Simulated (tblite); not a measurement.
# C4H12F2O3Si2: the cost of one run

Programs: PySCF 2.14.0 with density-fitted response routines of our own, and tblite 0.8.0. All values are computed, except where a source is named. Atoms count from 0 throughout.

## (1) The starting structure

23 atoms, charge 0, multiplicity 1; geometry from: MMFF94s geometry. This is the first candidate.

Bonds of the start (Å): C1–C2 1.55, C1–H11 1.09, C1–O9 1.42, C2–H12 1.11, C2–H13 1.10, C2–O3 1.42, C4–C6 1.54, C4–F5 1.36, C4–H14 1.10, C6–H15 1.09, C6–H16 1.10, C6–O7 1.43, F0–C1 1.35, O3–C4 1.42, O7–Si8 1.66, O9–Si10 1.66, Si10–H20 1.49, Si10–H21 1.48, Si10–H22 1.46, Si8–H17 1.48, Si8–H18 1.48, Si8–H19 1.49.

## (2) GFN2-xTB relaxation, isomer A, conformer 1

What the job is given:

```
{"job": {"xc": "GFN2-xTB", "basis": "xTB", "kind": "relax"}, "charge": 0, "multiplicity": 1}
F     -1.606100    -0.129400    -1.080500
C     -1.590800     0.148300     0.245000
C     -0.798000    -0.974400     0.967400
O      0.605700    -0.861000     0.756300
C      1.027200    -1.437200    -0.468100
F      0.768700    -2.769500    -0.410800
C      2.539500    -1.227900    -0.657600
O      2.876100     0.067200    -1.168000
Si     3.060100     1.341200    -0.126000
O     -2.930700     0.149300     0.720600
Si    -3.909600     1.385700     0.203400
H     -1.087800     1.105500     0.405200
H     -0.982900    -0.887200     2.053400
H     -1.169600    -1.960200     0.661000
H      0.477600    -0.996900    -1.316800
H      2.894900    -1.956200    -1.380200
H      3.083700    -1.438200     0.280000
H      3.851200     0.909100     1.046300
H      3.749500     2.452700    -0.822100
H      1.718200     1.810500     0.309900
H     -3.218900     2.681700     0.460900
H     -5.173800     1.358900     0.976300
H     -4.189200     1.255000    -1.228200
```

Run with:

```
> OMP_NUM_THREADS=1 python ens_run.py task.json out
```

One launch serves the whole session.

Q: Estimate the wall time of this first job on 1 thread of Arm Neoverse V1, shared host.

About 3.1 s.
